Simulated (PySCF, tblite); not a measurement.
# C6H8GeN2: geometry, infrared bands and NMR shifts

What infrared bands and NMR shifts should C6H8GeN2 (`N#[C][GeH2][C@@H]1CC[C@H]1C#N`) show?

Computed with tblite 0.8.0 and PySCF 2.14.0, with density-fitted response routines of our own, on a single molecule in the gas phase. Atoms count from 0, in the outputs and in this text.

**1. Starting geometry**

17 atoms, charge 0, multiplicity 1; geometry from: force field or distance geometry start.

Bonds of the start (Å): N0–C1 1.14, C1–Ge2 1.89, Ge2–C3 1.91, C3–C4 1.52, C4–C5 1.52, C5–C6 1.52, C6–C7 1.46, C7–N8 1.13, C6–C3 1.53, Ge2–H9 1.55, Ge2–H10 1.54, C3–H11 1.12, C4–H12 1.12, C4–H13 1.09, C5–H14 1.11, C5–H15 1.09, C6–H16 1.12.

**2. Geometry optimisation with GFN2-xTB**

What the job is given:

```
{"job": {"kind": "relax", "xc": "GFN2-xTB", "basis": "xTB"}, "charge": 0, "multiplicity": 1}
N      2.155300     2.957500    -0.379200
C      2.051200     1.869900    -0.070600
Ge     1.946800     0.062500     0.473500
C      0.162900    -0.609200     0.290000
C     -0.223200    -0.870600    -1.157500
C     -1.635800    -0.649200    -0.643500
C     -0.968400     0.415200     0.217200
C     -1.639300     0.704400     1.476300
N     -2.181900     0.905700     2.451200
H      2.858500    -0.812000    -0.423100
H      2.435100    -0.107600     1.927900
H     -0.089000    -1.493400     0.937600
H      0.103500    -0.007200    -1.787800
H      0.033900    -1.869700    -1.516900
H     -1.964100    -1.533100    -0.061600
H     -2.364800    -0.275700    -1.366400
H     -0.687900     1.324500    -0.377100
```

Run with:

```sh
$ OMP_NUM_THREADS=1 python probes_run.py task.json out
```

One launch serves the whole session: the jobs run in the order shown.

**Question.** This job is followed by: GFN2-xTB harmonic vibrations, gas phase; GIAO PBE0/pcSseg-1 NMR shielding, non-relativistic, gas phase. Predict these results of the whole session: strongest single infrared mode (GFN2-xTB); zero-point energy (GFN2-xTB); ¹³C shifts against TMS (PBE0/pcSseg-1); ¹H shifts against TMS (PBE0/pcSseg-1); ¹⁵N shifts against NH3 (PBE0/pcSseg-1); ⁷³Ge shifts against GeMe4 (PBE0/pcSseg-1); surface potential, 1st and 99th percentile.

The runs gave:

```
                                 quantity                                               value
strongest single infrared mode (GFN2-xTB)                               2031 cm⁻¹, 425 km/mol
             zero-point energy (GFN2-xTB)                                       75.5 kcal/mol
   ¹³C shifts against TMS (PBE0/pcSseg-1)            127.6, 122.2, 27.4, 25.5, 23.4, 23.0 ppm
    ¹H shifts against TMS (PBE0/pcSseg-1)  4.36, 4.33, 3.09, 3.00, 2.88, 2.49, 2.38, 2.23 ppm
   ¹⁵N shifts against NH3 (PBE0/pcSseg-1)                                    366.0, 303.7 ppm
⁷³Ge shifts against GeMe4 (PBE0/pcSseg-1)                                            -187 ppm
    surface potential, 1st and 99th percentile                                  -1.65 V and 1.69 V
```

What this shows: Over 149 steps the energy fell by 0.849 eV; of the close pairs, Ge2–C3 changed most, 1.915 to 1.983 Å. No mode is imaginary among the 45: a minimum at this level. The strongest single mode, at 2031 cm⁻¹, moves mainly H9 and H10. Unscaled tight-binding wavenumbers are off by several per cent, some by more. Its intensities can rank the bands wrongly. At PBE0/pcSseg-1: Shielding is most anisotropic at N0 (span 622 ppm, paramagnetic term -435 ppm). By nearest atom (PBE0/pcSseg-1), the HOMO sits on C3 22 %; N8 13 % and the LUMO on C1 22 %; N0 21 %. Spin-orbit coupling is left out, which matters for shieldings and couplings at and beside the heavy atoms.
